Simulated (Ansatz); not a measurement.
# H2 with SiNH5: superposition error and deformation, part 3 of 3

Ansatz 0.2.0, Gaussian basis. Earlier steps stand in the parts before.

## Step 25: B97M-V/def2-TZVPPD

The inputs:

free-a/in.yaml

```yaml
crystal:
  periodic: [false, false, false]
  atoms:
    - {symbol: H, position_ang: [-0.105296, 0.407743, -3.108445]}
    - {symbol: H, position_ang: [0.069977, 0.199451, -2.413703]}
basis:
  gaussian: {orbitals: "def2-TZVPPD.json"}
hamiltonian: {xc: {name: B97M-V}}
```

free-b/in.yaml

```yaml
crystal:
  periodic: [false, false, false]
  atoms:
    - {symbol: Si, position_ang: [-0.471493, 0.241537, 1.104698]}
    - {symbol: N, position_ang: [0.703427, -0.548025, 0.127503]}
    - {symbol: H, position_ang: [-0.346216, 1.704375, 0.876842]}
    - {symbol: H, position_ang: [-1.812960, -0.237734, 0.682480]}
    - {symbol: H, position_ang: [-0.360100, 0.010116, 2.576565]}
    - {symbol: H, position_ang: [0.663609, -1.547780, 0.010988]}
    - {symbol: H, position_ang: [1.659051, -0.229883, 0.142970]}
basis:
  gaussian: {orbitals: "def2-TZVPPD.json"}
hamiltonian: {xc: {name: B97M-V}}
```

Each run has its own folder and the same command.

The run is started by

```sh
$ ansatz run in.yaml --threads 2 --pin off --events-out ev --progress --plain --max-ram 5222MiB
```

Log of free-a, cut to the lines that bear on the results:

```text
Functional definition: B97M-V
  name "B97M-V"
  cite "Mardirossian & Head-Gordon, J. Chem. Phys. 142, 074111 (2015) doi:10.1063/1.4907719"
  cite "Becke, J. Chem. Phys. 107, 8554 (1997) doi:10.1063/1.475007"
  cite "Vydrov & Van Voorhis, J. Chem. Phys. 133, 244103 (2010) doi:10.1063/1.3521275"
  # Of w^i u^j: cxij and so on, Table III.
[...]
  gx(w, u) = cx00 + cx01*u + cx02*u^2 + (cx10 + cx11*u)*w
  gss(w, u) = css00 + css02*u^2 + css10*w + (css32*w^3 + css42*w^4)*u^2
  gos(w, u) = cos00 + cos01*u + cos03*u^3 + cos10*w + cos32*w^3*u^2
[...]
      + integral(e_c_pw_mod_opposite_spin*gos(b97_w_opposite, b97_u_opposite)) + vv10(b, c)
118 factors; their error is unknown
[...]
mean field -31.90616454 eV, -1.1725299200 hartree, gradient 1.2e-5 eV, S^2 0.000000; 0 other end points of the search recorded, 0 dependent functions left out
reference -31.90619318 eV, -1.1725309725 hartree; 1, 1 occupied and 33, 33 virtual orbitals, 118 factors
Total energy: -31.90619318 eV, -1.1725309725 hartree
```

Log of free-b, cut to the lines that bear on the results:

```text
[... 5 set-up lines as earlier in the session ...]
  # Of w^i u^j: cxij and so on, Table III.
[...]
  gx(w, u) = cx00 + cx01*u + cx02*u^2 + (cx10 + cx11*u)*w
[...]
  gos(w, u) = cos00 + cos01*u + cos03*u^3 + cos10*w + cos32*w^3*u^2
[...]
      + integral(e_c_pw_mod_opposite_spin*gos(b97_w_opposite, b97_u_opposite)) + vv10(b, c)
779 factors; their error is unknown
[...]
mean field -9448.26801354 eV, -347.2174452314 hartree, gradient 2.3e-5 eV, S^2 0.000000; 0 other end points of the search recorded, 0 dependent functions left out
reference -9448.26807420 eV, -347.2174474609 hartree; 13, 13 occupied and 157, 157 virtual orbitals, 779 factors
Total energy: -9448.26807420 eV, -347.2174474609 hartree
```

They took 0.15 s (free-a), 1.6 s (free-b) on 2 threads of AMD EPYC 9R45, shared host.

## Step 26: HSE06-D4/def2-TZVPPD

Each input of step 25 (free-a, free-b) changes in the same lines:

```diff
-hamiltonian: {xc: {name: B97M-V}}
+hamiltonian: {xc: hse06, dispersion: d4}
```

The same command starts each run, in its folder.

The run is started by

```sh
$ ansatz run in.yaml --threads 2 --pin off --events-out ev --progress --plain --max-ram 5222MiB
```

Log of free-a, cut to the lines that bear on the results:

```text
[... 6 set-up lines as earlier in the session ...]
[...]
  # The whole range is PBE's own exchange, as in plane waves. The composition of these papers is wPBEh.
[...]
118 factors; their error is unknown
20 factors; integrals over basis functions are off by at most 3.6e-5 eV
[...]
mean field -31.78231090 eV, -1.1679783827 hartree, gradient 6.0e-5 eV, S^2 0.000000; 0 other end points of the search recorded, 0 dependent functions left out
reference -31.78233077 eV, -1.1679791130 hartree; 1, 1 occupied and 33, 33 virtual orbitals, 118 factors
Total energy: -31.78376377 eV, -1.1680317749 hartree
```

Output in free-b, cut to the lines that bear on the results:

```text
[... 6 set-up lines as earlier in the session ...]
[...]
796 factors; their error is unknown
89 factors; integrals over basis functions are off by at most 1.8e-6 eV
[...]
mean field -9445.06904185 eV, -347.0998851903 hartree, gradient 1.4e-5 eV, S^2 0.000000; 0 other end points of the search recorded, 0 dependent functions left out
reference -9445.06908160 eV, -347.0998866511 hartree; 13, 13 occupied and 157, 157 virtual orbitals, 796 factors
Total energy: -9445.13301218 eV, -347.1022360565 hartree
```

They took 0.1 s (free-a), 0.7 s (free-b) on 2 threads of AMD EPYC 9R45, shared host.

## Step 27: CCSD(T)/def2-TZVPPD

Each input of step 26 (free-a, free-b) changes in the same lines:

```diff
-hamiltonian: {xc: hse06, dispersion: d4}
+correlation: {method: ccsd_t}
```

Each run has its own folder and the same command.

The run is started by

```sh
$ ansatz run in.yaml --threads 2 --pin off --events-out ev --progress --plain --max-ram 5222MiB
```

Output in free-a, cut to the lines that bear on the results:

```text
[... 4 set-up lines as earlier in the session ...]
[...]
170 factors; integrals over basis functions are off by at most 1.0e-3 eV
[...]
mean field -30.82932016 eV, -1.1329566189 hartree, gradient 2.3e-7 eV, S^2 0.000000; 0 other end points of the search recorded, 0 dependent functions left out
reference -30.82932016 eV, -1.1329566189 hartree; 1, 1 occupied and 33, 33 virtual orbitals, 170 factors
second order -0.86437224 eV of doubles, -0.00000000 eV of singles
cycle   1  -1.00901853 eV  change   -1.4e-1 eV  update   2.6e-2
[...]
cycle   7  -1.07500561 eV  change   -1.3e-6 eV  update   5.9e-7
perturbative correction 0.00000000 eV, 0.0000000000 hartree
Total energy: -31.90432577 eV, -1.1724623465 hartree
```

free-b printed, cut to the lines that bear on the results:

```text
[... 4 set-up lines as earlier in the session ...]
[...]
949 factors; integrals over basis functions are off by at most 1.6e-3 eV
[...]
mean field -9424.69529583 eV, -346.3511638339 hartree, gradient 1.1e-6 eV, S^2 0.000000; 0 other end points of the search recorded, 0 dependent functions left out
6 core orbitals not correlated: weight in the atoms' cores, before any rotation towards them, 1.000 or more for the frozen orbitals, at most 0.000 for the correlated occupied ones
reference -9424.69529583 eV, -346.3511638339 hartree; 7, 7 occupied and 157, 157 virtual orbitals, 949 factors
second order -9.63411579 eV of doubles, -0.00000000 eV of singles
cycle   1  -10.15155427 eV  change   -5.2e-1 eV  update   6.5e-2
[...]
cycle   9  -10.47031178 eV  change   -2.9e-6 eV  update   1.2e-5
perturbative correction -0.34219063 eV, -0.0125752738 hartree
Total energy: -9435.50779824 eV, -346.7485159684 hartree
```

Wall times: 0.1 s (free-a), 4.4 s (free-b) on 2 threads of AMD EPYC 9R45, shared host; peak memory 1.4 GiB.

## Step 28: The split

```csv
method,interaction with counterpoise (meV),without,superposition error,deformation,binding energy
PBE-D4,-42,-43,2,-1,-43
revPBE-D4,-33,-35,2,-1,-34
BLYP-D4,-26,-28,2,-1,-26
r2SCAN-D4,-20,-22,2,0,-20
B97M-V,-30,-32,2,1,-29
PBE0-D4,-36,-38,2,0,-36
B3LYP-D4,-29,-31,2,1,-28
HSE06-D4,-37,-38,2,0,-37
wB97X-V,-26,-27,2,0,-25
wB97M-V,-24,-26,3,1,-23
B2PLYP,-10,-13,3,1,-9
Hartree-Fock,11,10,2,3,14
MP2,-18,-25,7,0,-17
CCSD,-15,-22,6,0,-15
CCSD(T),-20,-27,7,0,-20
```

## Step 29: Summary of results

The summary covers parts 1 to 3.

| quantity | value |
| --- | --- |
| interaction, CCSD(T) | -20 meV |
| superposition error | 7 meV |
| deformation | 0 meV |
| binding energy | -20 meV |

**Reading.** In this basis the superposition error is 7 meV for CCSD(T) and 2 meV on average for the plain functionals: correlated methods borrow far more, since they need many more functions to converge. The free shapes are PBE0-D4 minima, so other methods can show a small negative deformation energy.
